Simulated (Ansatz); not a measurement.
The system is SBr3.

```xyz
4
Lattice="-1.9415 1.9415 8.1206 1.9415 -1.9415 8.1206 1.9415 1.9415 -8.1206" Properties=species:S:1:pos:R:3 pbc="T T T"
Br    0.0000    0.0000    8.1206
Br    1.9415    0.0000    4.0603
Br    0.0000    1.9415    4.0603
S     0.0000    0.0000    0.0000
```

The cell comes from a database or a generator and needn't be the stable form of this composition.

| Item | Value |
| --- | --- |
| Program | Ansatz 0.2.0 |
| Task | relaxation of cell and atoms |
| Functional | r2SCAN |
| Dispersion | D3(BJ) |
| Potentials or basis | Ansatz PAW |
| Cutoff | 500 eV (not typed: the program's choice for these potentials) |
| k mesh | 10 × 10 × 10 |
| Occupations | fermi-dirac, width 0.05 eV |
| Spin | no spin polarisation |

At the start: volume 30.61 Å³/atom.

Q: How do energy, volume and symmetry change on relaxing?

A: It ends after 6 steps and the volume is 26.10 Å³/atom (-14.7 %); space group I4/mmm (No. 139, to 0.05 Å).

Step by step:
```csv
step,energy change (eV),largest force (eV/Å),volume (Å³)
1,0.0000,0.0000,122.44
2,-0.0503,0.0000,114.61
3,-0.0930,0.0000,109.01
4,-0.1078,0.0000,103.46
5,-0.1083,0.0000,104.40
6,-0.1062,0.0000,104.40
```

Final structure:
```yaml
crystal:
  lattice:
    - [-1.92507, 1.92507, 7.04265]
    - [1.92507, -1.92507, 7.04265]
    - [1.92507, 1.92507, -7.04265]
  atoms:
    - { symbol: Br, position: [0.50000, 0.50000, 0.00000] }
    - { symbol: Br, position: [0.25000, 0.75000, 0.50000] }
    - { symbol: Br, position: [0.75000, 0.25000, 0.50000] }
    - { symbol: S, position: [0.00000, 0.00000, 0.00000] }
```

Caveat: the plane-wave basis is chosen anew once the cell has moved, so the energies of steps on either side of that aren't comparable; an odd number of electrons without spin polarisation forces a metal; a magnetic or distorted state may lie lower; pairwise dispersion overbinds metals, which lowers pressure and volume; the PAW data sets come from PBE, with cores solved anew for the run's functional, which leaves a small shift of forces and pressure; the dispersion damping was fitted for another functional or another form of the correction.
